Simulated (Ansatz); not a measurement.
**BMoW3: from a guess to a relaxed structure**

The task: take a trial cell of BMoW3 to zero force and stress.

Computed with Ansatz 0.2.0 (DFT PBE, scalar-relativistic, plane waves, PAW, unless a step's input says otherwise).

## Step 1: The system as given

The structure is tetragonal, space group P4mm (No. 99). The conventional cell has a = 4.073 Å, b = 4.073 Å, c = 4.870 Å, α = 90.00°, β = 90.00°, γ = 90.00°. Around B (site symmetry 4mm) lie 5 W at 1.94 to 2.09 Å. Around Mo (site symmetry 4mm) lie 4 W at 2.04 Å. W (site symmetry 2mm) has 2 Mo at 2.04 Å and 2 B at 2.09 Å in its first shell of neighbours. W (site symmetry 4mm) is surrounded by 1 B at 1.94 Å.

As a file:

```
B Mo W
1.0
     4.07341    0.00000    0.00000
     0.00000    4.07341    0.00000
     0.00000    0.00000    4.86971
B Mo W
1 1 3
Direct
  0.50000 0.50000 0.73211
  0.00000 0.00000 0.64322
  0.50000 0.00000 0.63297
  0.00000 0.50000 0.63297
  0.50000 0.50000 0.13005
```

A structure generator made this guess: random cell by space group and Wyckoff sites (P4mm, No. 99). Lengths come from tabulated atomic sizes and are only a guess.

## Step 2: A first look at the guess

Input file input.yaml:

```yaml
crystal:
  lattice:
    - [4.07340739, 0.0, 0.0]
    - [0.0, 4.07340739, 0.0]
    - [0.0, 0.0, 4.86971036]
  atoms:
    - { symbol: B, position: [0.5, 0.5, 0.73210768] }
    - { symbol: Mo, position: [0.0, 0.0, 0.64322403] }
    - { symbol: W, position: [0.5, 0.0, 0.6329737] }
    - { symbol: W, position: [0.0, 0.5, 0.6329737] }
    - { symbol: W, position: [0.5, 0.5, 0.13004822] }
basis:
  ecutwfc: 420
kpoints:
  mp_grid: { grid: [4, 4, 4] }
hamiltonian:
  xc: pbe
scf:
  occupations: { method: gaussian, width: 0.1 }
  lower_state_search: "off"
output:
  forces: true
  stress: true
  eigenvalues: true
```

On the command line:

```bash
ansatz run input.yaml --threads 1 --pin off --max-ram 2560MiB --backend cpu --events-out ev --progress --plain --runs-dir out
```

The session goes on with these runs: a loose first relaxation; spin check on a coarse mesh; full relaxation.

Before running it: what results should come out? Wanted: conventional cell; volume; energy over the elements; gap on the mesh.

As calculated:

| quantity | value |
| --- | --- |
| symmetry at the end (tolerance 0.05 Å) | space group Pm-3m (No. 221) |
| conventional cell | a = 4.200 Å, b = 4.200 Å, c = 4.200 Å, α = 90.00°, β = 90.00°, γ = 90.00° |
| volume | 14.82 Å³/atom |
| energy over the elements | +0.32 eV/atom |
| gap on the mesh | none (metal) |

The symmetry goes from space group P4mm (No. 99) to space group Pm-3m (No. 221), and the volume per atom shrinks by 8.3 % from the first guess. The formation energy is positive, so the separate elements lie lower. No finished test with a distortion of lower symmetry is shown, so the end may be a saddle point. The runs treat W without spin-orbit coupling. Other magnetic orders were not searched.
